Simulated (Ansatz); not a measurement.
# SbS3: the cost of one run

Method: DFT r2SCAN, scalar-relativistic, plane waves, PAW, in Ansatz 0.2.0.

**1. The starting structure**

The structure is hexagonal, space group P6_3/mmc (No. 194). Conventional cell: a = 6.428 Å, b = 6.428 Å, c = 5.159 Å, α = 90.00°, β = 90.00°, γ = 120.00°. Sb (site symmetry -6m2) has 12 S at 3.18 to 3.21 Å as nearest neighbours. Around S (site symmetry mm2) lie 4 Sb at 3.18 to 3.21 Å and 8 S at 3.18 to 3.22 Å.

As a file:

```cif
data_structure
_symmetry_space_group_name_H-M 'P6_3/mmc'
_symmetry_Int_Tables_number 194
_cell_length_a 6.4278
_cell_length_b 6.4278
_cell_length_c 5.1593
_cell_angle_alpha 90.000
_cell_angle_beta 90.000
_cell_angle_gamma 120.000
_cell_volume 184.61
loop_
_atom_site_label
_atom_site_type_symbol
_atom_site_symmetry_multiplicity
_atom_site_Wyckoff_symbol
_atom_site_fract_x
_atom_site_fract_y
_atom_site_fract_z
_atom_site_occupancy
Sb1 Sb 2 c 0.33333 0.66667 0.25000 1
S1 S 6 h 0.83300 0.66600 0.25000 1
```

(A quick probe on a coarse mesh, which set the mesh and smearing, is not shown.)

**3. A loose first relaxation**

input.yaml reads:

```yaml
crystal:
  lattice:
    - [6.4278383384, 0.0, 0.0]
    - [-3.2139191692, 5.5666712924, 0.0]
    - [0.0, 0.0, 5.1593320326]
  atoms:
    - { symbol: Sb, position: [0.3333333333, 0.6666666667, 0.25] }
    - { symbol: Sb, position: [0.6666666667, 0.3333333333, 0.75] }
    - { symbol: S, position: [0.833, 0.666, 0.25] }
    - { symbol: S, position: [0.167, 0.833, 0.75] }
    - { symbol: S, position: [0.334, 0.167, 0.25] }
    - { symbol: S, position: [0.167, 0.334, 0.75] }
    - { symbol: S, position: [0.833, 0.167, 0.25] }
    - { symbol: S, position: [0.666, 0.833, 0.75] }
basis:
  ecutwfc: 500
kpoints:
  mp_grid: { grid: [3, 3, 4] }
hamiltonian:
  xc: r2scan
scf:
  occupations: { method: gaussian, width: 0.1 }
  lower_state_search: "off"
output:
  forces: true
  stress: true
  eigenvalues: true
relax:
  adjacent_minimum: "off"
  f_tol: 0.04
  max_steps: 70
  cell: { stress_tol: 0.4 }
```

The run is started by

```console
> ansatz run input.yaml --threads 1 --pin off --max-ram 2560MiB --backend cpu --events-out ev --progress --plain --runs-dir out
```

What time and memory should one allow on 1 thread of AMD EPYC 7R43 (Zen 3), shared host?

About 2.7 min, with a peak of 0.9 GiB.
